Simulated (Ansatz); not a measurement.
# CAlF₂N: a rigid scan of the bond length Al3–F5

The task here is to estimate one member of a computed series from the others.

Program: Ansatz 0.2.0, Gaussian basis. Level of theory: single points in def2-TZVPP. These are calculated values, not measurements.

Levels: PBE-D4, r2SCAN-D4, PBE0-D4, B3LYP-D4, wB97M-V, Hartree-Fock, MP2, CCSD, CCSD(T). The scan takes 1.432, 1.488, 1.571, 1.668, 1.775, 1.891, 2.014, 2.143, 2.278 Å.

Correlated methods freeze the cores. B3LYP uses VWN-RPA correlation.

18 further runs of the same task are left out: 18 set aside as unsound or not needed.

### The starting structure

SMILES `N#[C][Al]([F])[F]`, 5 atoms, charge 0, spin multiplicity 1.

Atoms are counted from 1 here; the program's logs count them from 0.

Bond lengths: N1–C2 1.220 Å, C2–Al3 1.969 Å, Al3–F4 1.708 Å, Al3–F5 1.799 Å. Angles: N1–C2–Al3 178.7°, C2–Al3–F4 119.5°, C2–Al3–F5 118.7°, F4–Al3–F5 121.7°.

Coordinates:

```xyz
5

N     1.6050   -1.3194    1.4045
C     0.8159   -0.6792    0.7299
Al   -0.4492    0.3286   -0.3935
F    -1.7841   -0.4784   -1.0893
F    -0.1378    2.0747   -0.6931
```

Set-up of the first run:

pre/in.yaml

```yaml
crystal:
  periodic: [false, false, false]
  atoms:
    - {symbol: N, position_ang: [1.605000, -1.319400, 1.404500]}
    - {symbol: C, position_ang: [0.815900, -0.679200, 0.729900]}
    - {symbol: Al, position_ang: [-0.449200, 0.328600, -0.393500]}
    - {symbol: F, position_ang: [-1.784100, -0.478400, -1.089300]}
    - {symbol: F, position_ang: [-0.137800, 2.074700, -0.693100]}
basis:
  gaussian: {orbitals: def2-SVP}
hamiltonian: {xc: pbe, dispersion: d4}
relax: {f_tol: 0.03, max_steps: 250}
```

The command line of these runs was not kept.

Steps of the session up to this table: A first relaxation in a small basis; Relaxation at PBE0-D4; The minimum at every level; Al3–F5 = 1.432 Å; Al3–F5 = 1.488 Å; Al3–F5 = 1.571 Å; Al3–F5 = 1.668 Å; Al3–F5 = 1.775 Å; Al3–F5 = 1.891 Å; Al3–F5 = 2.014 Å; Al3–F5 = 2.143 Å; Al3–F5 = 2.278 Å.

One of the session's tables, all rows but one given; the rest of the session is left out.

It belongs to the step «The curves». Energies less that of the minimum at the same level (kJ/mol):

```
bond length (Å)  PBE-D4  PBE0-D4  B3LYP-D4  wB97M-V  Hartree-Fock
          1.432    98.1     86.6      90.2     89.9          74.4
          1.488    47.2     39.1      41.5     41.3          30.1
          1.571     8.5      5.3       6.3      6.1           1.6
1.627 (minimum)     0.0      0.0       0.0      0.0           0.0
          1.668     0.2      2.5       1.9      2.0           5.3
          1.775    18.6     26.6      24.4     25.1          36.8
          1.891    56.3     70.1      66.4     67.9          88.2
          2.014       ?        ?         ?        ?             ?
          2.143   161.0    186.0     179.3    184.0         220.7
          2.278   218.2    248.6     240.3    247.6         291.8
```

Estimate the missing values for bond length (Å) = 2.014.

Worked estimate for «PBE-D4». A straight line through the neighbours (1.891, 56.3) and (2.143, 161.0) gives 56.3 + (161.0 − 56.3) × (2.014 − 1.891) / (2.143 − 1.891) = 107.4; a parabola fitted to 4 rows on both sides gives 105.6.

**Answer.** PBE-D4: 105.8; PBE0-D4: 125.2; B3LYP-D4: 120.0; wB97M-V: 122.8; Hartree-Fock: 151.5. In «PBE-D4» the line misses by +1.6 and the parabola by -0.2.
